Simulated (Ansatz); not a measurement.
# CH4ClO2V: a ladder of functionals and wavefunction methods

An exercise on one series of results from a longer session: the logs are not shown, and one member is left open.

The runs use Ansatz 0.2.0, Gaussian basis; functionals in def2-TZVPP, the program's frozen cores in correlated methods.

Plan: LDA (SPW92), PBE-D4, revPBE-D4, BLYP-D4, r2SCAN-D4, B97M-V, PBE0-D4, B3LYP-D4, r2SCANh-D4, r2SCAN0-D4, HSE06-D4, BHLYP-D4, CAM-B3LYP-D4, LC-ωPBE, ωB97X-V, ωB97M-V, B2PLYP, PBE-QIDH; CCSD(T)/def2-SVP; CCSD(T)/def2-TZVPP; MP2/def2-QZVPP; extrapolation to the limit; RPA on PBE.

## Structure used throughout

An earlier PBE0-D4 in a triple-zeta def2 set relaxation fixed the geometry.

SMILES `[CH3][V](=[O])([OH])[Cl]`, 9 atoms, charge 0, spin multiplicity 1.

Atoms are counted from 1 here; the program's logs count them from 0.

Bond lengths: C1–V2 2.000 Å, C1–H6 1.091 Å, C1–H7 1.093 Å, C1–H8 1.092 Å, V2–O3 1.549 Å, V2–O4 1.755 Å, V2–Cl5 2.156 Å, O4–H9 0.964 Å. Angles: V2–C1–H6 109.2°, V2–C1–H7 107.0°, V2–C1–H8 108.5°, H6–C1–H7 110.2°, H6–C1–H8 111.1°, H7–C1–H8 110.7°, C1–V2–O3 103.6°, C1–V2–O4 105.8°, C1–V2–Cl5 107.0°, O3–V2–O4 109.3°, O3–V2–Cl5 114.0°, O4–V2–Cl5 116.1°, V2–O4–H9 119.3°.

The first run:

Input file in.yaml:

```yaml
crystal:
  periodic: [false, false, false]
  atoms:
    - {symbol: C, position_ang: [-0.322216, -0.737146, -0.944478]}
    - {symbol: V, position_ang: [0.606058, 0.384585, 0.426425]}
    - {symbol: O, position_ang: [1.943435, -0.360617, 0.661936]}
    - {symbol: O, position_ang: [-0.377831, 0.280606, 1.876509]}
    - {symbol: Cl, position_ang: [0.838237, 2.352485, -0.422398]}
    - {symbol: H, position_ang: [-0.423861, -1.755467, -0.566847]}
    - {symbol: H, position_ang: [0.303269, -0.728369, -1.840461]}
    - {symbol: H, position_ang: [-1.299638, -0.294878, -1.150501]}
    - {symbol: H, position_ang: [-1.179052, 0.812501, 1.942814]}
basis:
  gaussian: {orbitals: def2-TZVPP}
hamiltonian: {xc: lda}
output: {orbitals: {seedname: orbitals}}
```

Launch:

```
$ ansatz run in.yaml --threads 4 --pin off --events-out ev --progress --plain --max-ram 10444MiB
```

Among the steps run: LDA; PBE-D4 (GGA); revPBE-D4 (GGA); BLYP-D4 (GGA); r2SCAN-D4 (meta-GGA); B97M-V (meta-GGA); PBE0-D4 (hybrid); B3LYP-D4 (hybrid); r2SCANh-D4 (hybrid); r2SCAN0-D4 (hybrid); HSE06-D4 (hybrid); BHLYP-D4 (hybrid); CAM-B3LYP-D4 (range-separated); LC-ωPBE (range-separated); ωB97X-V (range-separated); ωB97M-V (range-separated); B2PLYP (double hybrid); PBE-QIDH (double hybrid).

One table of the session follows, with a row left open; its other results are not shown here.

It belongs to the step «Orbital energies across the functionals». 

```
  functional  HOMO (eV)  LUMO (eV)  gap (eV)
 LDA (SPW92)      -7.60      -4.48      3.12
      PBE-D4      -7.44      -4.22      3.22
   revPBE-D4      -7.37      -4.13      3.24
     BLYP-D4          ?          ?         ?
   r2SCAN-D4      -7.80      -4.17      3.62
      B97M-V      -7.89      -4.12      3.78
     PBE0-D4      -8.95      -3.19      5.76
    B3LYP-D4      -8.70      -3.47      5.23
  r2SCANh-D4      -8.35      -3.77      4.59
  r2SCAN0-D4      -9.19      -3.14      6.05
    HSE06-D4      -8.55      -3.57      4.97
    BHLYP-D4     -10.36      -1.96      8.41
CAM-B3LYP-D4     -10.40      -2.06      8.34
     LC-ωPBE     -11.79      -0.92     10.87
     ωB97X-V     -11.42      -0.92     10.50
     ωB97M-V     -11.31      -0.90     10.41
```

Estimate the missing values for BLYP-D4.

Worked estimate for «HOMO (eV)». Against the share of exact exchange, B3LYP-D4 (0.2, -8.70), BHLYP-D4 (0.5, -10.36) give a slope of -5.53 per unit share; at 0 the line stands at -7.59.

As computed: HOMO (eV): -7.32; LUMO (eV): -4.11; gap (eV): 3.20. In «HOMO (eV)» the line misses by -0.27.
